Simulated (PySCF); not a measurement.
# NaSn⁻ (triplet): the SCF solver's settings

Aim: find out which solver settings change the answer for NaSn⁻ (triplet).

Method: method and basis as typed in the scripts; program: PySCF 2.14.0.

7 further runs of the same task are left out: 7 that didn't finish.

## 1. The starting structure

NaSn⁻ (triplet): 2 atoms, charge -1, spin multiplicity 3.

Bond lengths: Na1–Sn2 3.025 Å.

## 2. The base run

input.py reads:

```python
from pyscf import gto, scf, mp

mol = gto.M(
    atom='Na 0 0 0; Sn 0 0 3.025',
    basis='sbkjc',
    ecp={'Na': 'sbkjc', 'Sn': 'sbkjc'},
    charge=-1,
    spin=2,
    verbose=4,
)
mf = scf.UHF(mol)
mf.kernel()
mp.MP2(mf).kernel()
mf.dip_moment()
print('orbital energies (hartree):', [e[max(0, n-3):n+3].round(4) for e, n in zip(mf.mo_energy, mol.nelec)])
```

Launch:

```bash
$ OMP_NUM_THREADS=1 python input.py
```

The log of this run is left out.

In short: E(SCF) = -3.467839 Eh, 13 cycles, E(MP2) − E(SCF) = -0.02990 Eh, ⟨S²⟩ = 2.052.

The bond length is a typed value, not an optimised one. The dipole of an ion depends on the origin. The triplet is typed in the script; nothing here shows that it is the ground state.

## 3. DIIS space 12

Edit 1 changes DIIS space: default → 12.

input.py reads:

```python
from pyscf import gto, scf, mp

mol = gto.M(
    atom='Na 0 0 0; Sn 0 0 3.025',
    basis='sbkjc',
    ecp={'Na': 'sbkjc', 'Sn': 'sbkjc'},
    charge=-1,
    spin=2,
    verbose=4,
)
mf = scf.UHF(mol)
mf.diis_space = 12
mf.kernel()
mp.MP2(mf).kernel()
mf.dip_moment()
print('orbital energies (hartree):', [e[max(0, n-3):n+3].round(4) for e, n in zip(mf.mo_energy, mol.nelec)])
```

Launch:

```bash
$ OMP_NUM_THREADS=1 python input.py
```

## 4. Second-order solver on

Edit 2 changes second-order solver: off → on.

input.py, as its differences from that of step 2:

```diff
@@ -11,2 +11,3 @@
 mf = scf.UHF(mol)
+mf = mf.newton()
 mf.kernel()
```

## 5. Level shift 0.1 hartree

Edit 3 changes level shift: none → 0.1 hartree.

input.py, as its differences from that of step 2:

```diff
@@ -11,2 +11,3 @@
 mf = scf.UHF(mol)
+mf.level_shift = 0.1
 mf.kernel()
```

## 6. Damping 0.5

Edit 4 changes damping: none → 0.5.

input.py, as its differences from that of step 2:

```diff
@@ -11,2 +11,4 @@
 mf = scf.UHF(mol)
+mf.damp = 0.5
+mf.diis_start_cycle = 8
 mf.kernel()
```

What does the calculation give? Wanted: for each run, E(SCF); from base; gap, α spin; after the SCF.

The runs gave:

```
                    run  E(SCF) (hartree)  from base (eV)   cycles  gap, α spin (eV)              after the SCF
                   base         -3.467839               0       13              3.90  MP2 correlation -0.814 eV
          DIIS space 12         -3.467839          0.0000       13              3.90  MP2 correlation -0.814 eV
 second-order solver on         -3.502924         -0.9547  4 macro              6.00  MP2 correlation -0.327 eV
level shift 0.1 hartree         -3.467839          0.0000       18              3.90  MP2 correlation -0.814 eV
            damping 0.5         -3.502924         -0.9547       18              6.00  MP2 correlation -0.327 eV
```

Distance from each run's final energy (log10 hartree) by cycle:

```
                    run  cycle 1  cycle 2  cycle 3  cycle 5  cycle 8  cycle 12
                   base     -2.3     -2.9     -2.4     -3.3     -5.3      -9.2
          DIIS space 12     -2.3     -2.9     -2.4     -3.3     -5.3      -9.8
 second-order solver on     -2.0     -7.4    < -11     done     done      done
level shift 0.1 hartree     -2.3     -3.3     -2.6     -2.7     -4.2      -6.2
            damping 0.5     -1.4     -1.4     -1.5     -1.5     -1.7      -4.0
```

In words: The SCF energy stays the same, to the digits that matter, with DIIS space 12 or level shift 0.1 hartree. Of the runs whose energies can be compared, “damping 0.5” moves the SCF energy most (-0.955 eV). With second-order solver on the SCF ends in another solution, 0.95 eV lower: the path to self-consistency decides the state here. With damping 0.5 the SCF ends in another solution, 0.95 eV lower: the path to self-consistency decides the state here. The base needs 13 cycles and the run with level shift 0.1 hartree needs 18.
